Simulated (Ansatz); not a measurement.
# H3SeO+ (SMILES [OH2+][SeH]): functionals against CCSD(T) at one geometry

The task here is to estimate one member of a computed series from the others.

Method: single points in def2-TZVPP; program: Ansatz 0.2.0, Gaussian basis.

Cores are frozen in the correlated methods. Filled d shells of the heavier atoms are correlated.

### The system as given

5 atoms, charge 1, spin multiplicity 1.

Atoms are counted from 1 here; the program's logs count them from 0.

Bond lengths: O1–Se2 2.054 Å, O1–H3 1.140 Å, O1–H4 0.856 Å, Se2–H5 1.501 Å. Angles: Se2–O1–H3 108.2°, Se2–O1–H4 112.1°, H3–O1–H4 105.9°, O1–Se2–H5 98.7°.

Coordinates:

```
O    -0.38620   -0.54800   -0.01380
Se    1.14330    0.81220    0.15370
H    -0.64600   -0.92300    1.03130
H    -0.15370   -1.24020   -0.46010
H     0.47540    1.98680   -0.50020
```

Set-up of the first run:

Input file run/in.yaml:

```yaml
crystal:
  periodic: [false, false, false]
  atoms:
    - {symbol: O, position_ang: [-0.386200, -0.548000, -0.013800]}
    - {symbol: Se, position_ang: [1.143300, 0.812200, 0.153700]}
    - {symbol: H, position_ang: [-0.646000, -0.923000, 1.031300]}
    - {symbol: H, position_ang: [-0.153700, -1.240200, -0.460100]}
    - {symbol: H, position_ang: [0.475400, 1.986800, -0.500200]}
basis:
  gaussian: {orbitals: def2-TZVPP}
total_charge: 1
correlation: {method: ccsd_t}
output: {forces: true}
```

No record of the launch command was kept for these runs.

Among the steps run: CCSD(T)/def2-TZVPP; PBE0-D4/def2-TZVPP; wB97M-V/def2-TZVPP; r2SCAN-D4/def2-TZVPP; PBE-D4/def2-TZVPP; B97M-V/def2-TZVPP; r2SCAN0-D4/def2-TZVPP.

One table of the session follows, with a row left open; its other results are not shown here.

```
    method  RMS force component (eV/Å)  angle to CCSD(T) forces (°)
   CCSD(T)                       3.894                    reference
   PBE0-D4                       3.901                          1.0
   wB97M-V                       3.880                          0.8
 r2SCAN-D4                       3.881                          1.0
    PBE-D4                       3.946                          3.8
    B97M-V                           ?                            ?
r2SCAN0-D4                       3.861                          2.3
```

**Question.** Estimate the row for B97M-V.

The run gave: RMS force component (eV/Å): 3.810; angle to CCSD(T) forces (°): 1.3. In the column «RMS force component (eV/Å)» it is the lowest.
